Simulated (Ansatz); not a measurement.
# BH₄LiOSi: single points off equilibrium

The task here is to estimate one member of a computed series from the others.

Computed with Ansatz 0.2.0, Gaussian basis. Level: single points in def2-TZVPP.

Cores are frozen in the correlated methods. The outer core shell of Li, Na, Mg and K is correlated. B3LYP uses VWN-RPA correlation.

### Starting geometry

SMILES `[Li][SiH2]OB`, 8 atoms, charge 0, spin multiplicity 1.

Atoms are counted from 1 here; the program's logs count them from 0.

Bond lengths: Li1–Si2 2.384 Å, Li1–H7 1.997 Å, Si2–O3 1.875 Å, Si2–H5 1.399 Å, Si2–H6 1.704 Å, O3–B4 1.117 Å, B4–H7 1.061 Å, B4–H8 1.202 Å. Angles: Si2–Li1–H7 88.1°, Li1–Si2–O3 76.9°, Li1–Si2–H5 132.8°, Li1–Si2–H6 117.6°, O3–Si2–H5 101.8°, O3–Si2–H6 98.9°, H5–Si2–H6 109.2°, Si2–O3–B4 135.9°, O3–B4–H7 121.9°, O3–B4–H8 123.5°, H7–B4–H8 114.1°, Li1–H7–B4 116.5°.

Coordinates:

```
Li   -2.0379    0.4586    0.0649
Si    0.1384    1.4307    0.1000
O     0.4959   -0.4095    0.1044
B    -0.1015   -1.3430   -0.0382
H     0.9606    1.8848    1.1366
H     0.8482    1.8334   -1.3959
H    -1.1625   -1.3324   -0.0608
H     0.3781   -2.4452   -0.0369
```

The first run:

File run/in.yaml:

```yaml
crystal:
  periodic: [false, false, false]
  atoms:
    - {symbol: Li, position_ang: [-2.037900, 0.458600, 0.064900]}
    - {symbol: Si, position_ang: [0.138400, 1.430700, 0.100000]}
    - {symbol: O, position_ang: [0.495900, -0.409500, 0.104400]}
    - {symbol: B, position_ang: [-0.101500, -1.343000, -0.038200]}
    - {symbol: H, position_ang: [0.960600, 1.884800, 1.136600]}
    - {symbol: H, position_ang: [0.848200, 1.833400, -1.395900]}
    - {symbol: H, position_ang: [-1.162500, -1.332400, -0.060800]}
    - {symbol: H, position_ang: [0.378100, -2.445200, -0.036900]}
basis:
  gaussian: {orbitals: def2-TZVPP}
correlation: {method: ccsd_t}
output: {forces: true}
```

No record of the launch command was kept for these runs.

Steps of the session up to this table: CCSD(T)/def2-TZVPP; PBE0-D4/def2-TZVPP; wB97M-V/def2-TZVPP; r2SCAN-D4/def2-TZVPP; PBE-D4/def2-TZVPP; BHLYP-D4/def2-TZVPP; B3LYP-D4/def2-TZVPP.

One of the session's tables, all rows but one given; the rest of the session is left out.

```
   method  RMS force component (eV/Å)  angle to CCSD(T) forces (°)  dipole (D)
  CCSD(T)                       5.667                    reference        5.65
  PBE0-D4                       5.428                          1.0        5.36
  wB97M-V                       5.475                          0.6        5.56
r2SCAN-D4                       5.463                          0.7        5.35
   PBE-D4                       5.497                          1.4        5.07
 BHLYP-D4                           ?                            ?           ?
 B3LYP-D4                       5.396                          0.6        5.39
```

Q: Estimate the row for BHLYP-D4 from the others.

**Answer.** RMS force component (eV/Å): 5.337; angle to CCSD(T) forces (°): 1.4; dipole (D): 5.63. In the column «RMS force component (eV/Å)» it is the lowest.
